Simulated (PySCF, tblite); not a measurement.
**C₃H₁₀AlFS: geometry, infrared bands and NMR shifts**

Wanted: the infrared bands and NMR shifts of C₃H₁₀AlFS (`CC[S@@+](C)[AlH2-][F]`), by calculation.

The runs use tblite 0.8.0 and PySCF 2.14.0, with density-fitted response routines of our own; the level of theory stands in each step. All values are computed, except where a source is named. Atoms count from 0, in the outputs and in this text.

**1. Starting geometry**

16 atoms, charge 0, multiplicity 1; geometry from: force field or distance geometry start.

Bonds of the start (Å): C0–C1 1.54, C1–S2 1.78, S2–C3 1.79, S2–Al4 2.24, Al4–F5 1.81, C0–H6 1.11, C0–H7 1.12, C0–H8 1.11, C1–H9 1.11, C1–H10 1.10, C3–H11 1.10, C3–H12 1.12, C3–H13 1.10, Al4–H14 1.60, Al4–H15 1.60.

**2. Geometry optimisation with GFN2-xTB**

The job: settings as JSON, then the geometry in Å.

```
{"job": {"kind": "relax", "xc": "GFN2-xTB", "basis": "xTB"}, "charge": 0, "multiplicity": 1}
C      1.901400    -1.203200     0.148300
C      1.267100     0.116000    -0.320600
S     -0.286300     0.378900     0.499200
C     -0.823600     2.066700     0.220400
Al    -1.853000    -1.012400    -0.290400
F     -1.714400    -1.105400    -2.092900
H      1.240400    -2.051900    -0.130200
H      2.045800    -1.185200     1.254400
H      2.884600    -1.339300    -0.340000
H      1.952300     0.947700    -0.055200
H      1.118200     0.089900    -1.412600
H     -0.067900     2.752400     0.642900
H     -1.798200     2.229800     0.749700
H     -0.936100     2.242600    -0.861600
H     -3.303700    -0.456800     0.096900
H     -1.634400    -2.460700     0.343100
```

Started as:

```sh
> OMP_NUM_THREADS=1 python probes_run.py task.json out
```

This one command runs all jobs of the session in turn.

**Question.** This job is followed by: GFN2-xTB harmonic vibrations, gas phase; GIAO PBE0/pcSseg-1 NMR shielding, non-relativistic, gas phase. Predict these results of the whole session: strongest single infrared mode (GFN2-xTB); zero-point energy (GFN2-xTB); ¹³C shifts against TMS (PBE0/pcSseg-1); ¹H shifts against TMS (PBE0/pcSseg-1, means over atoms taken as alike); ³³S shifts against CS2 (PBE0/pcSseg-1); ²⁷Al shifts against AlH4- (PBE0/pcSseg-1); ¹⁹F shifts against CFCl3 (PBE0/pcSseg-1).

**Answer**, as computed:

```
                                                              quantity                                   value
                             strongest single infrared mode (GFN2-xTB)                    650 cm⁻¹, 467 km/mol
                                          zero-point energy (GFN2-xTB)                           74.7 kcal/mol
                                ¹³C shifts against TMS (PBE0/pcSseg-1)                    37.7, 23.7, 14.9 ppm
¹H shifts against TMS (PBE0/pcSseg-1, means over atoms taken as alike)  4.41, 4.07, 3.04, 2.77, 2.40, 1.56 ppm
                                ³³S shifts against CS2 (PBE0/pcSseg-1)                                 -69 ppm
                             ²⁷Al shifts against AlH4- (PBE0/pcSseg-1)                                55.4 ppm
                              ¹⁹F shifts against CFCl3 (PBE0/pcSseg-1)                              -228.5 ppm
```

Relaxing lowered the energy by 0.987 eV in 110 steps; the close pair that moved most is S2–Al4, from 2.239 to 2.495 Å. All 42 modes are real, so the xTB geometry is a minimum. The strongest single mode, at 650 cm⁻¹, moves mainly H14 and H15. GFN2-xTB is a fitted tight-binding method: band positions and strengths are rough. Its intensities can rank the bands wrongly. At PBE0/pcSseg-1: Shielding is most anisotropic at S2 (span 314 ppm, paramagnetic term -488 ppm).
